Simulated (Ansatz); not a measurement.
# H₃AuO₂: vertical ionisation energy

The task here is to estimate one member of a computed series from the others.

Computed with Ansatz 0.2.0, Gaussian basis. Level: unrestricted cation, the program's frozen cores in correlated methods.

The runs, in order: UKS PBE-D4/def2-TZVPP; UKS r2SCAN-D4/def2-TZVPP; UKS PBE0-D4/def2-TZVPP; UKS B3LYP-D4/def2-TZVPP; UKS wB97X-V/def2-TZVPP; UKS wB97M-V/def2-TZVPP; UKS B2PLYP/def2-TZVPP; UHF-CCSD(T)/def2-TZVPP; UHF-CCSD(T)/def2-QZVPP; extrapolation to the limit; then −ε(HOMO) from the neutral's earlier runs with LDA (SPW92), PBE-D4, revPBE-D4, BLYP-D4, r2SCAN-D4, B97M-V, PBE0-D4, B3LYP-D4, r2SCANh-D4, r2SCAN0-D4, HSE06-D4, BHLYP-D4, CAM-B3LYP-D4, LC-ωPBE, ωB97X-V, ωB97M-V.

## Structure used throughout

An earlier PBE0-D4 in a triple-zeta def2 set relaxation fixed the geometry. Au takes the def2 core potential; no spin-orbit term is included.

6 atoms, charge 0, spin multiplicity 1.

Atoms are counted from 1 here; the program's logs count them from 0.

Bond lengths: O1–Au2 1.937 Å, O1–H4 0.962 Å, Au2–O3 2.127 Å, O3–H5 0.963 Å, O3–H6 0.963 Å. Angles: Au2–O1–H4 106.7°, O1–Au2–O3 177.3°, Au2–O3–H5 110.8°, Au2–O3–H6 110.8°, H5–O3–H6 107.1°.

Set-up of the first run:

Contents of in.yaml:

```yaml
crystal:
  periodic: [false, false, false]
  atoms:
    - {symbol: O, position_ang: [-1.831618, -1.437337, -0.639356]}
    - {symbol: Au, position_ang: [-0.336352, -0.320305, -0.121571]}
    - {symbol: O, position_ang: [1.245134, 0.987606, 0.437186]}
    - {symbol: H, position_ang: [-1.515576, -2.345786, -0.627826]}
    - {symbol: H, position_ang: [1.432281, 1.617852, -0.266875]}
    - {symbol: H, position_ang: [1.006131, 1.497970, 1.218442]}
basis:
  gaussian: {orbitals: def2-TZVPP}
total_charge: 1
magnetization: {spin_polarized: true, initial_magnetization: 1}
hamiltonian: {xc: pbe, dispersion: d4}
```

Command:

```console
$ ansatz run in.yaml --threads 2 --pin off --events-out ev --progress --plain --max-ram 32768MiB --backend cpu
```

Steps of the session up to this table: Cation, UKS PBE-D4/def2-TZVPP; Cation, UKS r2SCAN-D4/def2-TZVPP; Cation, UKS PBE0-D4/def2-TZVPP; Cation, UKS B3LYP-D4/def2-TZVPP; Cation, UKS wB97X-V/def2-TZVPP; Cation, UKS wB97M-V/def2-TZVPP; Cation, UKS B2PLYP (frozen core)/def2-TZVPP; Cation, UHF-CCSD(T)/def2-TZVPP; Cation, UHF-CCSD(T)/def2-QZVPP.

One of the session's tables, all rows but one given; the rest of the session is left out.

For comparison, −ε(HOMO) of the neutral from earlier runs:

| functional | −ε(HOMO) (eV) |
| --- | --- |
| LDA (SPW92) | 5.27 |
| PBE-D4 | 5.04 |
| revPBE-D4 | 4.95 |
| BLYP-D4 | ? |
| r2SCAN-D4 | 5.27 |
| B97M-V | 5.35 |
| PBE0-D4 | 6.51 |
| B3LYP-D4 | 6.31 |
| r2SCANh-D4 | 5.85 |
| r2SCAN0-D4 | 6.72 |
| HSE06-D4 | 6.11 |
| BHLYP-D4 | 7.99 |
| CAM-B3LYP-D4 | 7.95 |
| LC-ωPBE | 9.14 |
| ωB97X-V | 8.89 |
| ωB97M-V | 8.89 |

Estimate the missing values for BLYP-D4.

Worked estimate for «−ε(HOMO) (eV)». Against the share of exact exchange, B3LYP-D4 (0.2, 6.31), BHLYP-D4 (0.5, 7.99) give a slope of 5.60 per unit share; at 0 the line stands at 5.19.

The run gave: −ε(HOMO) (eV): 4.97. In «−ε(HOMO) (eV)» the line misses by +0.22.
